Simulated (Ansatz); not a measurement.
Which YAML input does this script hand to the engine? (the Ansatz DFT code, driven from Python)

The script, `vcrelax.py`:
```python
'''Relax cell and ions of Sr2H6Os.'''

import ansatz as az
import numpy as np

def edges_and_angles(cell):
    cell = np.asarray(cell)
    a, b, c = np.linalg.norm(cell, axis=1)
    cosines = cell[1] @ cell[2] / (b * c), cell[0] @ cell[2] / (a * c), cell[0] @ cell[1] / (a * b)
    return (a, b, c, *np.degrees(np.arccos(cosines)))


def main() -> None:
    structure = (
        az.Lattice.of([0.0, 3.812278, 3.812278], [3.812278, 0.0, 3.812278], [3.812278, 3.812278, 0.0])
        .atom('Sr', [0.75, 0.75, 0.75])
        .atom('Sr', [0.25, 0.25, 0.25])
        .atom('H', [0.773848, 0.773848, 0.226152])
        .atom('H', [0.226152, 0.773848, 0.226152])
        .atom('H', [0.773848, 0.226152, 0.226152])
        .atom('H', [0.226152, 0.226152, 0.773848])
        .atom('H', [0.773848, 0.226152, 0.773848])
        .atom('H', [0.226152, 0.773848, 0.773848])
        .atom('Os', [0.0, 0.0, 0.0])
    )

    # a pressure is positive in compression
    calculation = (
        structure.calculation()
        .functional('pbesol')
        .occupations('cold', width=0.05)
        .kpoints(6, 6, 6)
        .relax(force_tolerance=0.02, max_steps=100, pressure=-20 * az.kbar, stress_tolerance=0.1)
        .density_of_states(energy_step=0.05, method='smearing', broadening_width=0.1, projected=True)
    )
    steps = []


    def collect(event):
        if event['event'] == 'relax_step':
            steps.append(event['data'])


    res = calculation.session().plan().execute(on_event=collect)
    rep = res.report
    for s in steps:
        flag = '' if s['accepted'] else '  (rejected)'
        print('step %2d  E = %.5f eV  largest force component = %.4f eV/A%s' % (s['step'], s['lagrangian_ev'], s['allowed_force_max_ev_ang'], flag))

    first, last = steps[0], steps[-1]
    symbols = [site.symbol for site in res.lattice.sites]
    print(f'energy gained {first["lagrangian_ev"] - last["lagrangian_ev"]:.4f} eV in {len(steps) - 1} steps')
    for label, vectors in (('before', first['cell_ang']), ('after', res.lattice.cell_ang)):
        print(label, 'a b c (A) {:.4f} {:.4f} {:.4f}  angles {:.2f} {:.2f} {:.2f}'.format(*edges_and_angles(vectors)), f' V = {abs(np.linalg.det(vectors)):.3f} A^3')
    print('final stress xx yy zz (GPa, compression positive):', np.round(np.diag(rep['stress_gpa']), 3) + 0.0)

    print('relaxed fractional positions')
    for site in res.lattice.sites:
        print(f'  {site.symbol:2s}', ' '.join(f'{v % 1:8.5f}' for v in np.round(site.position_frac, 5)))

    print('atom   start x y z (A)              end x y z (A)')
    for symbol, a, b in zip(symbols, first['positions_ang'], last['positions_ang']):
        print(f'{symbol:3s}', ' '.join(f'{v:8.4f}' for v in a), '  ', ' '.join(f'{v:8.4f}' for v in b))

    energy = rep['free_energy_ev']
    print('Sr2H6Os: {:.6f} eV = {:.6f} Ry = {:.6f} Ha'.format(energy, energy / 13.605693, energy / 27.211386))
    print('Fermi level {:.4f} eV, {} k-points, {} symmetry operations'.format(rep['fermi_energy_ev'], rep['n_kpoints'], rep['n_symmetry_ops']))

    # d-band centre and width over a window about the Fermi level
    dos = res.density_of_states()
    energy = np.asarray(dos.energies_ev) - dos.fermi_ev
    window = (energy > -10) & (energy < 3)
    for index, site in enumerate(res.projected_density_of_states().sites):
        for shell in site.shells:
            if shell.l == 2:
                g = sum(np.sum(part.g_bin_mean_per_ev, axis=0) for part in shell.curves)[window]
                if g.sum() > 1e-6:
                    centre = (g * energy[window]).sum() / g.sum()
                    width = np.sqrt((g * (energy[window] - centre) ** 2).sum() / g.sum())
                    print(f'site {index} {site.species} {shell.label}: centre {centre:.3f} eV, rms width {width:.3f} eV')


if __name__ == '__main__':
    main()
```

```console
$ python vcrelax.py
DeckWarning: basis.ecutwfc = 420 eV, auto-derived from the records' recommended cutoffs: set by Sr (normal level)
step  1  E = -18334.81039 eV  largest force component = 0.0357 eV/A
step  2  E = -18334.77856 eV  largest force component = 0.0082 eV/A  (rejected)
step  3  E = -18334.79836 eV  largest force component = 0.0009 eV/A
step  4  E = -18334.79904 eV  largest force component = 0.0010 eV/A
energy gained -0.0113 eV in 3 steps
before a b c (A) 5.3914 5.3914 5.3914  angles 60.00 60.00 60.00  V = 110.811 A^3
after a b c (A) 5.4083 5.4083 5.4083  angles 60.00 60.00 60.00  V = 111.858 A^3
final stress xx yy zz (GPa, compression positive): [-2.009 -2.009 -2.009]
relaxed fractional positions
  Sr  0.75000  0.75000  0.75000
  Sr  0.25000  0.25000  0.25000
  H   0.77412  0.77412  0.22588
  H   0.22588  0.77412  0.22588
  H   0.77412  0.22588  0.22588
  H   0.22588  0.22588  0.77412
  H   0.77412  0.22588  0.77412
  H   0.22588  0.77412  0.77412
  Os  0.00000  0.00000  0.00000
atom   start x y z (A)              end x y z (A)
Sr    5.7184   5.7184   5.7184      5.7364   5.7364   5.7364
Sr    1.9061   1.9061   1.9061      1.9121   1.9121   1.9121
H     3.8123   3.8123   5.9002      3.8242   3.8242   5.9209
H     3.8123   1.7243   3.8123      3.8242   1.7276   3.8242
H     1.7243   3.8123   3.8123      1.7276   3.8242   3.8242
H     3.8123   3.8123   1.7243      3.8242   3.8242   1.7276
H     3.8123   5.9002   3.8123      3.8242   5.9209   3.8242
H     5.9002   3.8123   3.8123      5.9209   3.8242   3.8242
Os    0.0000   0.0000   0.0000     -0.0000   0.0000   0.0000
Sr2H6Os: -18334.799037 eV = -1347.582886 Ry = -673.791443 Ha
Fermi level 7.9807 eV, 16 k-points, 48 symmetry operations
site 8 Os 5D: centre -1.981 eV, rms width 2.174 eV
```
(Warnings from the package without file and line.)

`input.yaml`:
```yaml
crystal:
  lattice:
    - [0.0, 3.812278, 3.812278]
    - [3.812278, 0.0, 3.812278]
    - [3.812278, 3.812278, 0.0]
  atoms:
    - { symbol: Sr, position: [0.75, 0.75, 0.75] }
    - { symbol: Sr, position: [0.25, 0.25, 0.25] }
    - { symbol: H, position: [0.773848, 0.773848, 0.226152] }
    - { symbol: H, position: [0.226152, 0.773848, 0.226152] }
    - { symbol: H, position: [0.773848, 0.226152, 0.226152] }
    - { symbol: H, position: [0.226152, 0.226152, 0.773848] }
    - { symbol: H, position: [0.773848, 0.226152, 0.773848] }
    - { symbol: H, position: [0.226152, 0.773848, 0.773848] }
    - { symbol: Os, position: [0.0, 0.0, 0.0] }
kpoints:
  mp_grid:
    grid: [6, 6, 6]
hamiltonian:
  xc: pbesol
scf:
  occupations:
    method: cold
    width: 0.05
relax:
  f_tol: 0.02
  max_steps: 100
  cell:
    p_target: -2.0
    stress_tol: 0.1
output:
  dos:
    de: 0.05
    method:
      smearing:
        sigma: 0.1
    projected: true
```

Reading the output:
- Total energies depend on the potentials; only differences at equal settings carry meaning. A total without «per atom» is that of the cell as typed.
- Semilocal gaps usually lie well under measured ones.
- Part of the cell is held or a pressure is applied, so the end point needn't be the zero-pressure lattice.
- At a fixed pressure a relaxation lowers the enthalpy F + PV, while F alone can rise.
- An absolute Fermi energy rests on an arbitrary zero of the periodic potential and has no direct meaning.
- Projections exist only for the shells that the potentials hold, some of them semicore, and samples at single energies can miss narrow peaks.
- Energies along a relaxation are free energies. Rows at an unchanged volume are solved on a plane-wave basis chosen afresh for that cell, so the energy jumps there and such rows are no steps of the walk.
- The empty d shell of the heavier alkali and alkaline-earth atoms, which makes much of a conduction band, may have no channel.
- Edges and angles are those of the cell as typed, here a primitive one, not of the conventional cell.
- Symmetry holds the cell in this phase, whether or not it is the stable one at this pressure.
- An opening on this mesh may only mean that it misses a point where bands touch.
- The crystal has a gap of about 2.32 eV on the mesh; any density of states at or just above the Fermi level is the tail of the broadening.
- Spin-orbit coupling, which matters for elements this heavy, is left out.
- The structure comes from a database of computed cells and needn't be a stable or known phase.
- The computed bands are complete only to about 5.7 eV above the Fermi level; beyond that the density of states is undercounted.
- A band centre counts only the states inside the window taken.
- Timing: 15 s on 1 thread of Arm Neoverse V1, with other jobs on the host, peak memory 0.46 GiB.
